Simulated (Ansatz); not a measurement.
# MnSe: the cost of one run

Program: Ansatz 0.2.0. Level of theory: DFT PBEsol+U (U_eff = 7 eV on Mn d), plane waves, PAW. These are calculated values, not measurements.

The COD entry's cell or inner coordinates are ideal or old and differ from later refinements, so a difference from it is no clean test against experiment.

1 further run of the same task is left out (it didn't finish).

## (1) Starting point

Symmetry: Fm-3m, No. 225, cubic system. Conventional cell: a = 5.448 Å, b = 5.448 Å, c = 5.448 Å, α = 90.00°, β = 90.00°, γ = 90.00°. Mn (site symmetry m-3m) is surrounded by 6 Se at 2.72 Å. Se (site symmetry m-3m) has 6 Mn at 2.72 Å as nearest neighbours.

As a file:

```xyz
4
Lattice="0.0000 2.7240 2.7240 5.4480 2.7240 2.7240 5.4480 5.4480 0.0000" Properties=species:S:1:pos:R:3 pbc="T T T"
Mn    0.0000    0.0000    0.0000
Se    2.7240    2.7240    2.7240
Mn    2.7240    2.7240    0.0000
Se    5.4480    5.4480    2.7240
```

An earlier series on this cell reached its lowest free state from «ferromagnetic start, free, natural orbitals of the symmetric run filled by rank», perhaps among other starts.

## (2) Ferrimagnetic site moments held at first, then free

Input file input.yaml:

```yaml
crystal:
  lattice:
    - [0.0, 2.72399958, 2.72399958]
    - [5.44799916, 2.72399958, 2.72399958]
    - [5.44799916, 5.44799916, 0.0]
  atoms:
    - { symbol: Mn, position: [0.0, 0.0, 0.0], spin: 4.63 }
    - { symbol: Se, position: [0.5, 0.5, 0.0] }
    - { symbol: Mn, position: [0.0, 0.0, 0.5], spin: -1.85 }
    - { symbol: Se, position: [0.5, 0.5, 0.5] }
basis:
  ecutwfc: 420
  ecutrho_ratio: 4
kpoints:
  mp_grid: { grid: [6, 6, 6] }
hamiltonian:
  xc: pbesol
  hubbard:
    sites: [{ site: 0, l: d, u_eff: 7.0 }, { site: 2, l: d, u_eff: 7.0 }]
scf:
  occupations: { method: gaussian, width: 0.05 }
  lower_state_search: "off"
  max_iter: 150
output:
  forces: true
  stress: true
  eigenvalues: true
  populations: true
  hubbard: { sites: [{ site: 0, l: d }, { site: 2, l: d }] }
magnetization:
  spin_polarized: true
  spin_locking: { lock_spins: true, n_iters: 12 }
```

The lock is temporary (n_iters 12) and is released on the way.

Run with:

```
$ ansatz run input.yaml --threads 2 --pin off --max-ram 3072MiB --backend cpu --events-out ev --progress --plain --runs-dir out
```

Q: Estimate wall time and peak memory on 2 threads of Arm Neoverse V1, shared host.

About 2.4 min, with a peak of 0.9 GiB.
